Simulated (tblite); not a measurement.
# C4H9BN2: the cost of one run

Programs: tblite 0.8.0 and PySCF 2.14.0, with density-fitted response routines of our own. Each step states its level of theory. These are calculated values for one molecule in the gas phase, unless marked as measured. Atoms count from 0, in the outputs and in this text.

## (1) The starting structure

16 atoms, charge 0, multiplicity 1; geometry from: force field or distance geometry start.

Bonds of the start (Å): C0–C1 1.34, C1–B2 1.55, B2–N3 1.52, N3–C4 1.45, C4–C5 1.53, C5–N6 1.45, N6–B2 1.53, C0–H7 1.09, C0–H8 1.09, C1–H9 1.08, N3–H10 1.02, C4–H11 1.10, C4–H12 1.11, C5–H13 1.12, C5–H14 1.10, N6–H15 1.08.

## (2) Optimising the geometry with GFN2-xTB

The job: settings as JSON, then the geometry in Å.

```
{"job": {"kind": "relax", "xc": "GFN2-xTB", "basis": "xTB"}, "charge": 0, "multiplicity": 1}
C      2.797000     0.714200     0.392700
C      1.969800    -0.101500    -0.265300
B      0.433700    -0.103900    -0.081300
N     -0.530500     1.073200    -0.093900
C     -1.762500     0.514700     0.428600
C     -1.716800    -0.987400     0.125500
N     -0.340900    -1.315300     0.455400
H      2.456600     1.472000     1.105000
H      3.859000     0.613400     0.191000
H      2.380500    -0.833200    -0.944300
H     -0.630700     1.524900    -1.005200
H     -2.677800     0.969600     0.020300
H     -1.734100     0.594600     1.539200
H     -2.412900    -1.538800     0.805100
H     -1.887000    -1.200300    -0.940000
H     -0.210800    -1.387100     1.523300
```

Command:

```
$ OMP_NUM_THREADS=1 python probes_run.py task.json out
```

One launch serves the whole session: the jobs run in the order shown.

**Question.** How long does this first job take on 1 thread of Arm Neoverse N1, shared host, and how much memory does it need?

About 1.1 s, with a peak of 0.18 GiB.
